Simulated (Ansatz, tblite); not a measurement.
**The cluster Si12−: spin-state energies by level**

Aim: set other spin states of the cluster Si12− against its doublet, on many levels of theory.

Method: as each input shows; program: Ansatz 0.2.0, Gaussian basis.

Levels to be run: quartet, relaxed (GFN1-xTB, GFN2-xTB, PBE0-D4/def2-SVP, PBE-D4/def2-SVP, r2SCAN-D4/def2-SVP, HF/STO-3G, MP2/def2-SVPD); the doublet's energies come from earlier runs.

7 further runs of the same task are left out: 5 that didn't finish, 2 set aside as unsound or not needed. Runs told in other sessions of the task aren't counted.

**1. The geometry**

The geometry is that of the doublet, from an earlier relaxation (PBE0-D4/def2-SVP). At that level it is the lowest of the isomers that a small search found.

12 atoms, charge -1, spin multiplicity 2.

Atoms are counted from 1 here; the program's logs count them from 0.

Bond lengths: Si1–Si5 2.207 Å, Si1–Si6 2.302 Å, Si2–Si3 2.643 Å, Si2–Si10 2.373 Å, Si2–Si11 2.377 Å, Si3–Si5 2.321 Å, Si3–Si8 2.645 Å, Si3–Si11 2.433 Å, Si4–Si6 2.499 Å, Si4–Si9 2.570 Å, Si4–Si10 2.453 Å, Si4–Si12 2.565 Å, Si5–Si6 2.453 Å, Si6–Si7 2.476 Å, Si6–Si9 2.488 Å, Si6–Si10 2.481 Å, Si7–Si8 2.377 Å, Si7–Si9 2.468 Å and more. Angles: Si5–Si1–Si6 65.9°, Si3–Si2–Si10 97.9°, Si3–Si2–Si11 57.7°, Si10–Si2–Si11 78.9°, Si2–Si3–Si5 81.8°, Si2–Si3–Si8 102.9°, Si2–Si3–Si11 55.7°, Si5–Si3–Si8 81.6°, Si5–Si3–Si11 101.7°, Si8–Si3–Si11 55.6°, Si6–Si4–Si9 58.8°, Si6–Si4–Si10 60.1°, Si6–Si4–Si12 89.8°, Si9–Si4–Si10 88.4°, Si9–Si4–Si12 59.9°, Si10–Si4–Si12 59.1°, Si1–Si5–Si3 164.8°, Si1–Si5–Si6 58.9° and more.

The ion is computed in the gas phase, without counter-ions or solvent.

**2. Relaxing the quartet**

in.yaml

```yaml
crystal:
  periodic: [false, false, false]
  atoms:
    - {symbol: Si, position_ang: [0.918201, -0.209351, 3.303016]}
    - {symbol: Si, position_ang: [1.535485, 2.076336, -1.171760]}
    - {symbol: Si, position_ang: [-0.330137, 3.018585, 0.445629]}
    - {symbol: Si, position_ang: [1.600903, -2.592264, -0.526128]}
    - {symbol: Si, position_ang: [0.281352, 1.159101, 1.693396]}
    - {symbol: Si, position_ang: [0.527289, -1.247713, 1.285931]}
    - {symbol: Si, position_ang: [-1.258208, -0.582760, -0.295406]}
    - {symbol: Si, position_ang: [-2.414625, 1.485095, -0.102690]}
    - {symbol: Si, position_ang: [-0.849826, -2.976885, 0.143834]}
    - {symbol: Si, position_ang: [1.052267, -0.233254, -0.916247]}
    - {symbol: Si, position_ang: [-0.773883, 2.029115, -1.732452]}
    - {symbol: Si, position_ang: [-0.288829, -1.925996, -2.127123]}
basis:
  gaussian: {orbitals: def2-SVP}
total_charge: -1
magnetization: {spin_polarized: true, initial_magnetization: 3}
hamiltonian: {xc: pbe0, dispersion: d4}
scf: {lower_state_search: "off"}
output: {orbitals: {seedname: orbitals}}
relax: {f_tol: 0.03, max_steps: 70}
```

Run with:

```sh
> ansatz run in.yaml --threads 4 --pin off --events-out ev --progress --plain --max-ram 6963MiB
```

Output, cut to the lines that bear on the results:

```text
Functional definition: PBE0
  name "PBE0"
  cite "Adamo & Barone, J. Chem. Phys. 110, 6158 (1999) doi:10.1063/1.478522"
  cite "Perdew, Burke & Ernzerhof, Phys. Rev. Lett. 77, 3865 (1996) doi:10.1103/PhysRevLett.77.3865"
  parent pbe
[...]
2088 factors; integrals over basis functions are off by at most 2.9e-4 eV
[...]
mean field -94461.39390832 eV, -3471.3921978983 hartree, gradient 5.3e-6 eV, S^2 3.770936; 0 other end points of the search recorded, 0 dependent functions left out
[...]
reference -94461.39394498 eV, -3471.3921992455 hartree; 86, 83 occupied and 130, 133 virtual orbitals, 2088 factors
relax step   1: F+E_penalty+E_count = -94462.87456221 eV  Δ(F+E_penalty+E_count) = +0.000e0 eV  max|allowed force component| = 1.509e0 eV/Å  Δτ_max = 0.0000 Å  (36 SCF iters, accepted)
[...]
relax step   8: F+E_penalty+E_count = -94463.59483085 eV  Δ(F+E_penalty+E_count) = -1.959e-1 eV  max|allowed force component| = 4.835e-1 eV/Å  Δτ_max = 0.1955 Å  (32 SCF iters, accepted)
[...]
relax step  15: F+E_penalty+E_count = -94463.75047400 eV  Δ(F+E_penalty+E_count) = -1.306e-2 eV  max|allowed force component| = 4.110e-1 eV/Å  Δτ_max = 0.1607 Å  (31 SCF iters, accepted)
[...]
relax step  22: F+E_penalty+E_count = -94463.83284622 eV  Δ(F+E_penalty+E_count) = -6.686e-3 eV  max|allowed force component| = 8.561e-2 eV/Å  Δτ_max = 0.0825 Å  (27 SCF iters, accepted)
[...]
relax step  31: F+E_penalty+E_count = -94463.86610006 eV  Δ(F+E_penalty+E_count) = -4.001e-4 eV  max|allowed force component| = 1.746e-2 eV/Å  Δτ_max = 0.0314 Å  (30 SCF iters, accepted)
Total energy: -94463.86613697 eV, -3471.4830506255 hartree
Atom 0 at     0.877500     0.064949     3.026510 Å, force     0.006958     0.010432     0.012824 eV/Å
Atom 1 at     1.800495     1.832026    -0.878897 Å, force     0.006735     0.017465     0.000195 eV/Å
Atom 2 at    -0.999026     3.177950     0.815855 Å, force    -0.002675    -0.011392    -0.005900 eV/Å
Atom 3 at     1.495196    -2.824396    -0.495806 Å, force    -0.003755     0.013239     0.008781 eV/Å
Atom 4 at     0.548582     1.522521     1.185587 Å, force    -0.000640    -0.011240     0.002036 eV/Å
Atom 5 at     0.537730    -1.272294     1.167471 Å, force    -0.004025    -0.013177    -0.014503 eV/Å
Atom 6 at    -1.250597    -0.701855    -0.309932 Å, force    -0.003113     0.004938     0.005000 eV/Å
Atom 7 at    -2.313423     1.374916    -0.144115 Å, force    -0.003063     0.004151     0.012018 eV/Å
Atom 8 at    -0.880751    -3.087203     0.212197 Å, force    -0.000180     0.005618    -0.002475 eV/Å
Atom 9 at     1.041558    -0.375531    -1.013773 Å, force    -0.000654    -0.013128     0.003558 eV/Å
Atom 10 at    -0.525888     2.344057    -1.416786 Å, force     0.004142    -0.002895    -0.010463 eV/Å
Atom 11 at    -0.331386    -2.055132    -2.148311 Å, force     0.000269    -0.004010    -0.011071 eV/Å
Dipole moment:    -0.010531    -0.215478    -0.066638 e Å
Checks for a lower state left out: stability, starts, cluster_reference, orbital_swaps, neighbouring_geometries, increment
```

It took 21 min on 4 threads of Intel Xeon at 2.50GHz, shared host; peak memory 1.4 GiB.

Step by step: (the energy doesn't fall at every step)

| step | energy from step 1 (eV) | largest force component (eV/Å) |
| --- | --- | --- |
| 1 | 0.0000 | 1.5089 |
| 2 | -0.1678 | 0.6230 |
| 3 | -0.2164 | 0.3808 |
| 4 | -0.3509 | 0.3166 |
| 5 | -0.3651 | 0.6741 |
| 6 | -0.4261 | 0.4259 |
| 7 | -0.5244 | 0.8055 |
| 8 | -0.7203 | 0.4835 |
| 9 | -0.6864 | 0.6210 |
| 10 | -0.7660 | 0.2613 |
| 11 | -0.7847 | 0.1225 |
| 12 | -0.7954 | 0.1155 |
| 13 | -0.8279 | 0.2648 |
| 14 | -0.8629 | 0.4617 |
| 15 | -0.8759 | 0.4110 |
| 16 | -0.9285 | 0.3288 |
| 17 | -0.9388 | 0.1560 |
| 18 | -0.8900 | 0.4576 |
| 19 | -0.9485 | 0.0498 |
| 20 | -0.9500 | 0.0890 |
| 21 | -0.9516 | 0.0540 |
| 22 | -0.9583 | 0.0856 |
| 23 | -0.9603 | 0.2023 |
| 24 | -0.8475 | 0.3158 |
| 25 | -0.9752 | 0.0780 |
| 26 | -0.9789 | 0.1151 |
| 27 | -0.9838 | 0.0877 |
| 28 | -0.9880 | 0.0837 |
| 29 | -0.9898 | 0.0651 |
| 30 | -0.9911 | 0.0257 |
| 31 | -0.9915 | 0.0175 |

The force was under the threshold of 0.03 eV/Å already at step 30, but the program went on to step 31.

Distances of close pairs at the start and the end, largest changes first:

| bond | before (Å) | after (Å) | change (Å) |
| --- | --- | --- | --- |
| Si2–Si5 | 3.259 | 2.434 | -0.825 |
| Si5–Si6 | 2.453 | 2.795 | +0.341 |
| Si3–Si8 | 2.645 | 2.429 | -0.216 |
| Si1–Si5 | 2.207 | 2.371 | +0.164 |
| Si4–Si10 | 2.453 | 2.544 | +0.091 |
| Si6–Si7 | 2.476 | 2.389 | -0.087 |
| Si4–Si9 | 2.570 | 2.493 | -0.077 |
| Si9–Si12 | 2.564 | 2.634 | +0.070 |

Contacts that opened: Si2–Si3 2.64 to 3.54 Å, Si5–Si6 2.45 to 2.79 Å.

**3. Quartet, GFN1-xTB**

Tight binding, by tblite at 300 K electronic temperature and without a spin-polarisation term:

```python
tblite.interface.Calculator('GFN1-xTB', numbers, positions, charge=-1, uhf=3).singlepoint()
```

Energy -590.8332 eV; 0.95 s.

**4. Quartet, GFN2-xTB**

Tight binding, by tblite at 300 K electronic temperature and without a spin-polarisation term:

```python
tblite.interface.Calculator('GFN2-xTB', numbers, positions, charge=-1, uhf=3).singlepoint()
```

Energy -548.1884 eV; 0.45 s.

**5. Quartet, PBE0-D4/def2-SVP**

start.molden holds the orbitals of an earlier run on this state, given as this run's starting guess.

in.yaml

```yaml
crystal:
  periodic: [false, false, false]
  atoms:
    - {symbol: Si, position_ang: [0.877500, 0.064949, 3.026510]}
    - {symbol: Si, position_ang: [1.800495, 1.832026, -0.878897]}
    - {symbol: Si, position_ang: [-0.999026, 3.177950, 0.815855]}
    - {symbol: Si, position_ang: [1.495196, -2.824396, -0.495806]}
    - {symbol: Si, position_ang: [0.548582, 1.522521, 1.185587]}
    - {symbol: Si, position_ang: [0.537730, -1.272294, 1.167471]}
    - {symbol: Si, position_ang: [-1.250597, -0.701855, -0.309932]}
    - {symbol: Si, position_ang: [-2.313423, 1.374916, -0.144115]}
    - {symbol: Si, position_ang: [-0.880751, -3.087203, 0.212197]}
    - {symbol: Si, position_ang: [1.041558, -0.375531, -1.013773]}
    - {symbol: Si, position_ang: [-0.525888, 2.344057, -1.416786]}
    - {symbol: Si, position_ang: [-0.331386, -2.055132, -2.148311]}
basis:
  gaussian: {orbitals: def2-SVP, initial_orbitals: start.molden}
total_charge: -1
magnetization: {spin_polarized: true, initial_magnetization: 3}
hamiltonian: {xc: pbe0, dispersion: d4}
scf: {omitted_lower_state_checks: [starts]}
output: {orbitals: {seedname: orbitals}}
```

Same command.

Output:

```text
Functional definition: PBE0
  name "PBE0"
  cite "Adamo & Barone, J. Chem. Phys. 110, 6158 (1999) doi:10.1063/1.478522"
  cite "Perdew, Burke & Ernzerhof, Phys. Rev. Lett. 77, 3865 (1996) doi:10.1103/PhysRevLett.77.3865"
  parent pbe
  parameter a = 0.25
  parameter kappa = 0.804
  parameter beta = 0.06672455060314922
  exchange = (1 - a)*pbe_x(kappa = kappa, mu = beta*pi^2/3) + a*exact_x
  correlation = pbe_c(beta = beta)
these checks for a lower state are left out or cut short: starts
1992 factors; integrals over basis functions are off by at most 8.9e-4 eV
mean field evaluation 1: about -94462.4089 eV, gradient 1.2e-2 eV
mean field evaluation 2: about -94462.4057 eV, gradient 3.4e-4 eV
mean field evaluation 4: about -94462.4057 eV, gradient 1.6e-5 eV
mean field -94462.40572542 eV, -3471.4293814909 hartree, gradient 1.6e-5 eV, S^2 3.784466; 0 other end points of the search recorded, 0 dependent functions left out
reference -94462.40576216 eV, -3471.4293828411 hartree; 86, 83 occupied and 130, 133 virtual orbitals, 1992 factors
Total energy: -94463.86608591 eV, -3471.4830487492 hartree
Checks for a lower state left out: starts
```

Wall time 30 s (4 threads of Intel Xeon at 2.50GHz, shared host); peak memory 1.5 GiB.

HOMO -1.99 eV, LUMO -0.50 eV (over both spins); ⟨S²⟩ 3.784 (pure: 3.75).

**6. Quartet, PBE-D4/def2-SVP**

in.yaml, as its differences from that of step 5:

```diff
@@ -19,3 +19,3 @@
 magnetization: {spin_polarized: true, initial_magnetization: 3}
-hamiltonian: {xc: pbe0, dispersion: d4}
+hamiltonian: {xc: pbe, dispersion: d4}
 scf: {omitted_lower_state_checks: [starts]}
```

Same command.

Output:

```text
Functional definition: PBE
  name "PBE"
  cite "Perdew, Burke & Ernzerhof, Phys. Rev. Lett. 77, 3865 (1996) doi:10.1103/PhysRevLett.77.3865"
  parent pbe
  parameter kappa = 0.804
  parameter beta = 0.06672455060314922
  exchange = pbe_x(kappa = kappa, mu = beta*pi^2/3)
  correlation = pbe_c(beta = beta)
these checks for a lower state are left out or cut short: starts
2352 factors; their error is unknown
mean field evaluation 1: about -94454.8292 eV, gradient 6.9e0 eV
mean field evaluation 2: about -94455.0435 eV, gradient 2.8e-1 eV
mean field evaluation 4: about -94454.7138 eV, gradient 9.5e-3 eV
mean field -94454.71377275 eV, -3471.1467074441 hartree, gradient 2.9e-5 eV, S^2 3.764842; 0 other end points of the search recorded, 0 dependent functions left out
reference -94454.71382197 eV, -3471.1467092529 hartree; 86, 83 occupied and 130, 133 virtual orbitals, 2352 factors
Total energy: -94456.36343863 eV, -3471.2073315469 hartree
Checks for a lower state left out: starts
```

Wall time 20 s (4 threads of Intel Xeon at 2.50GHz, shared host); peak memory 0.59 GiB.

HOMO -1.16 eV, LUMO -1.04 eV (over both spins); ⟨S²⟩ 3.765 (pure: 3.75).

**7. Quartet, r2SCAN-D4/def2-SVP**

in.yaml, as its differences from that of step 6:

```diff
@@ -19,3 +19,3 @@
 magnetization: {spin_polarized: true, initial_magnetization: 3}
-hamiltonian: {xc: pbe, dispersion: d4}
+hamiltonian: {xc: r2scan, dispersion: d4}
 scf: {omitted_lower_state_checks: [starts]}
```

The command is unchanged.

Output:

```text
Functional definition: r2SCAN
  name "r2SCAN"
  cite "Furness, Kaplan, Ning, Perdew & Sun, J. Phys. Chem. Lett. 11, 8208 (2020) doi:10.1021/acs.jpclett.0c02405"
  cite "Furness, Kaplan, Ning, Perdew & Sun, J. Phys. Chem. Lett. 11, 9248 (2020) doi:10.1021/acs.jpclett.0c03077"
  parent r2scan
  parameter k0 = 0.174
  parameter k1 = 0.065
  parameter a1 = 4.9479
  exchange = r2scan_x(k0 = k0, k1 = k1, a1 = a1)
  correlation = r2scan_c
these checks for a lower state are left out or cut short: starts
2352 factors; their error is unknown
mean field evaluation 1: about -94493.8263 eV, gradient 4.0e0 eV
mean field evaluation 2: about -94493.9157 eV, gradient 1.2e-1 eV
mean field evaluation 4: about -94493.5706 eV, gradient 4.7e-3 eV
mean field -94493.57061336 eV, -3472.5746699983 hartree, gradient 5.8e-5 eV, S^2 3.784369; 0 other end points of the search recorded, 0 dependent functions left out
reference -94493.57062871 eV, -3472.5746705625 hartree; 86, 83 occupied and 130, 133 virtual orbitals, 2352 factors
Total energy: -94493.94579364 eV, -3472.5884576195 hartree
Checks for a lower state left out: starts
```

It took 66 s on 4 threads of Intel Xeon at 2.50GHz, shared host; peak memory 0.73 GiB.

From the report: HOMO -1.49 eV, LUMO -1.05 eV (over both spins); ⟨S²⟩ 3.784 (pure: 3.75).

**8. Quartet, HF/STO-3G**

in.yaml, as its differences from that of step 7:

```diff
@@ -16,6 +16,6 @@
 basis:
-  gaussian: {orbitals: def2-SVP, initial_orbitals: start.molden}
+  gaussian: {orbitals: STO-3G}
 total_charge: -1
 magnetization: {spin_polarized: true, initial_magnetization: 3}
-hamiltonian: {xc: r2scan, dispersion: d4}
+hamiltonian: {xc: hf}
 scf: {omitted_lower_state_checks: [starts]}
```

Same command.

Output:

```text
Functional definition: HF
  name "HF"
  cite "Fock, Z. Phys. 61, 126 (1930) doi:10.1007/BF01340294"
  parent pbe
  exchange = exact_x
  correlation = 0
these checks for a lower state are left out or cut short: starts
1211 factors; integrals over basis functions are off by at most 3.5e-5 eV
mean field evaluation 1: about -93241.1297 eV, gradient 2.2e1 eV
mean field evaluation 2: about -93241.3229 eV, gradient 2.2e1 eV
mean field evaluation 4: about -93246.7756 eV, gradient 3.2e0 eV
mean field evaluation 8: about -93247.2387 eV, gradient 3.3e-1 eV
mean field evaluation 16: about -93247.2515 eV, gradient 7.7e-2 eV
mean field -93247.28161430 eV, -3426.7743940479 hartree, gradient 1.2e-5 eV, S^2 3.824625; 0 other end points of the search recorded, 0 dependent functions left out
reference -93247.28161430 eV, -3426.7743940479 hartree; 86, 83 occupied and 22, 25 virtual orbitals, 1211 factors
Total energy: -93247.28161430 eV, -3426.7743940479 hartree
Checks for a lower state left out: starts
```

Wall time 17 s (4 threads of Intel Xeon at 2.50GHz, shared host); peak memory 0.72 GiB.

HOMO 2.15 eV, LUMO 8.84 eV (over both spins); ⟨S²⟩ 3.825 (pure: 3.75). Doubts: highest occupied level lies above zero.

**9. Quartet, MP2/def2-SVPD**

in.yaml, as its differences from that of step 8:

```diff
@@ -16,6 +16,6 @@
 basis:
-  gaussian: {orbitals: STO-3G}
+  gaussian: {orbitals: def2-SVPD, initial_orbitals: start.molden}
 total_charge: -1
 magnetization: {spin_polarized: true, initial_magnetization: 3}
-hamiltonian: {xc: hf}
+correlation: {method: mp2}
 scf: {omitted_lower_state_checks: [starts]}
```

Same command.

Output:

```text
Functional definition: HF
  name "HF"
  cite "Fock, Z. Phys. 61, 126 (1930) doi:10.1007/BF01340294"
  parent pbe
  exchange = exact_x
  correlation = 0
these checks for a lower state are left out or cut short: starts
2760 factors; integrals over basis functions are off by at most 4.5e-4 eV
mean field evaluation 1: about -94310.4412 eV, gradient 3.6e1 eV
mean field evaluation 2: about -94312.8931 eV, gradient 3.2e0 eV
mean field evaluation 4: about -94313.2223 eV, gradient 2.6e-2 eV
mean field evaluation 8: about -94313.2238 eV, gradient 1.8e-6 eV
mean field -94313.22378621 eV, -3465.9470463441 hartree, gradient 1.8e-6 eV, S^2 3.931931; 0 other end points of the search recorded, 0 dependent functions left out
60 core orbitals not correlated: weight in the atoms' cores, before any rotation towards them, 1.000 or more for the frozen orbitals, at most 0.000 for the correlated occupied ones
reference -94313.22378621 eV, -3465.9470463441 hartree; 26, 23 occupied and 202, 205 virtual orbitals, 2760 factors
second order -32.86138190 eV of doubles, -0.00000000 eV of singles
Total energy: -94346.08516811 eV, -3467.1546798546 hartree
Checks for a lower state left out: starts
```

Run time: 1.8 min. Hardware: 4 threads of Intel Xeon at 2.50GHz, shared host; peak memory 2.3 GiB.

Report: Hartree-Fock HOMO -3.56 eV, LUMO 2.50 eV (over both spins); ⟨S²⟩ 3.932 (pure: 3.75). Doubts: spin contamination.

**10. Quartet less doublet**

The doublet's energies are those of its earlier runs, whose logs aren't repeated here.

| level | quartet less doublet (eV) | time |
| --- | --- | --- |
| GFN2-xTB | +0.351 | 0.97 s |
| HF/STO-3G† | -1.462 | 37 s |
| HF/def2-SVPD† | -0.455 |  |
| PBE-D4/def2-SVP | +0.516 | 45 s |
| r2SCAN-D4/def2-SVP | +0.368 | 2.4 min |
| PBE0-D4/def2-SVP | +0.370 | 1.7 min |
| MP2/def2-SVPD† | +1.183 | 3.9 min |

Times add the two runs; a level without a time comes out of a correlated run. † marks a level with a doubtful state (flagged, unstable, out of aufbau order, or strongly spin-contaminated); such levels are left out of the summary. Tight binding without a spin term can't rank spin states.

**11. Results**

```
                                     quantity                                     value
quartet less doublet, functionals in def2-SVP  +0.368 (r2SCAN-D4) to +0.516 eV (PBE-D4)
```

**Reading.** All functionals put the quartet above the doublet, over a spread of 0.147 eV. The checks for a lower quartet were left out, so another state of that spin may lie lower. The quartet relaxed to other bonds than the doublet, so that splitting holds a change of structure too. These are electronic energies, without zero-point motion, entropy or surroundings.

The anion's highest level is positive in at least one run, so there the basis alone may hold the extra electron.
